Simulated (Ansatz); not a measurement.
# ClGaH4O2: the cost of one run

Method: RKS revPBE/def2-SVP, in Ansatz 0.2.0.

### 1 The starting structure

Bond lengths: Ga1–Cl2 2.590 Å, Ga1–O3 1.790 Å, O3–H4 1.010 Å, Ga1–O5 1.790 Å, O5–H6 1.010 Å. Angles: Cl2–Ga1–O3 120.0°, Cl2–Ga1–O5 120.0°, O3–Ga1–O5 120.0°, Ga1–O3–H4 109.5°, Ga1–O5–H6 109.5°.

As a file:

```xyz
8

Ga    0.0000    0.0000    0.0000
Cl    0.0000    0.0000    2.5900
O     1.5501    0.0000   -0.8950
H     1.8500   -0.9519   -1.0499
O    -1.5501    0.0000   -0.8950
H    -2.0598   -0.8467   -0.6865
H     0.0838    1.7726    0.5897
H     0.0713    1.5086    1.5637
```

### 2 A restrained relaxation towards end A

Springs on the bonds that form and break draw the guess towards this end; the thresholds are loose.

Contents of input.yaml:

```yaml
crystal:
  periodic: [false, false, false]
  atoms:
    - { symbol: Ga, position_ang: [0.0, 0.0, 0.0] }
    - { symbol: Cl, position_ang: [0.0, 0.0, 2.59] }
    - { symbol: O, position_ang: [1.5501, 0.0, -0.895] }
    - { symbol: H, position_ang: [1.85, -0.9519, -1.0499] }
    - { symbol: O, position_ang: [-1.5501, 0.0, -0.895] }
    - { symbol: H, position_ang: [-2.0598, -0.8467, -0.6865] }
    - { symbol: H, position_ang: [0.0838, 1.7726, 0.5897] }
    - { symbol: H, position_ang: [0.0713, 1.5086, 1.5637] }
basis:
  gaussian: { orbitals: def2-SVP }
hamiltonian:
  xc: revpbe
relax:
  f_tol: 0.15
  max_steps: 25
  restrain:
    - { distance: [0, 6], at: 2.77, k: 30.0 }
    - { distance: [7, 1], at: 2.57, k: 30.0 }
    - { distance: [0, 1], at: 2.24, k: 30.0 }
    - { distance: [7, 6], at: 0.66, k: 30.0 }
```

Launch:

```sh
ansatz run input.yaml --threads 2 --pin off --max-ram 3072MiB --backend cpu --events-out ev --progress --plain --runs-dir out
```

**Question.** How long does this run take on 2 threads of Arm Neoverse V2, shared host, and how much memory does it need?

About 21 s, with a peak of 0.14 GiB.
